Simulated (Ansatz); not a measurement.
# BGeNH (doublet): from Hartree-Fock to the top rungs at a displaced geometry (v2), cc-pVDZ

One table from this session's results is given with a row withheld; the runs are named, their logs left out.

Method: cc-pVDZ, core rule «outside noble gas», up to 16 orbitals frozen; program: Ansatz 0.2.0, Gaussian basis.

To be run: UHF; CCSD(T) on ROHF; CCSD(T) on UHF; BCCD(T) on ROHF; CISD; CCSDT(Q) on ROHF; CCSDT(Q) on UHF; CASSCF and MRCISD+Q, 9 electrons in 9 orbitals; CASSCF and NEVPT2, 9 electrons in 9 orbitals.

18 further runs of the same task are left out: 7 that didn't finish, 11 set aside as unsound or not needed.

## The system

The geometry is a PBE0/def2-TZVP stationary point (not a proven minimum) with its atoms shifted at random (size 0.100 Å). No spin-orbit coupling is included. The filled d shell of Ge may be among the frozen orbitals whatever the setting's name suggests; the logs give the count.

4 atoms, charge 0, spin multiplicity 2.

Atoms are counted from 1 here; the program's logs count them from 0.

Bond lengths: Ge1–B2 2.027 Å, Ge1–H4 1.510 Å, B2–N3 1.326 Å. Angles: B2–Ge1–H4 89.9°, Ge1–B2–N3 170.5°.

Set-up of the first run:

Input file in.yaml:

```yaml
crystal:
  periodic: [false, false, false]
  atoms:
    - {symbol: Ge, position_ang: [0.030709, -0.027062, 0.696294]}
    - {symbol: B, position_ang: [-0.134165, 0.055234, -1.322500]}
    - {symbol: N, position_ang: [-0.057545, -0.008894, -2.644677]}
    - {symbol: H, position_ang: [0.025564, 1.481470, 0.755925]}
basis:
  gaussian: {orbitals: cc-pVDZ}
magnetization: {spin_polarized: true, initial_magnetization: 1}
hamiltonian: {xc: hf}
output: {orbitals: {seedname: orbitals}}
```

The run is started by

```sh
ansatz run in.yaml --threads 1 --pin off --events-out ev --progress --plain --max-ram 2393MiB
```

Among the steps run: UHF; CCSD(T) on ROHF; CCSD(T) on UHF; BCCD(T) on ROHF; CISD; CCSDT(Q) on ROHF; CCSDT(Q) on UHF; CASSCF and MRCISD+Q, 9 electrons in 9 orbitals; CASSCF and NEVPT2, 9 electrons in 9 orbitals.

One table of the session follows, with a row left open; its other results are not shown here.

It belongs to the step «Misses and costs». 

```
   method  from RCCSDT(Q) (meV)
     ROHF               +8978.2
      UHF               +8747.3
     RMP2               +1517.2
     UMP2               +1921.4
     CISD               +1361.3
    RCCSD                +445.9
    UCCSD                +447.8
 RCCSD(T)                +101.8
 UCCSD(T)                     ?
  BCCD(T)                +100.0
   RCCSDT                 +37.5
   UCCSDT                 +38.3
RCCSDT(Q)                     0
UCCSDT(Q)                  -5.1
```

Q: Estimate the row for UCCSD(T) from the others.

The run gave: from RCCSDT(Q) (meV): +117.7. In the column «from RCCSDT(Q) (meV)» it lies between RCCSD(T) (+101.8) and RCCSD (+445.9).

Left out of the table: CASSCF frontier, NEVPT2 frontier, MRCISD frontier, MRCISD+Q frontier (the active space lost an orbital or holds another state than full CI finds).

Caveats from the session: Warnings: spin contamination; coupled cluster took another determinant than the lowest. Restricted and unrestricted rows rest on different reference determinants; where their highest levels disagree by more than a few hundredths of an eV, they describe different states and don't form one ladder. Warnings in the runs' records: passed over end.
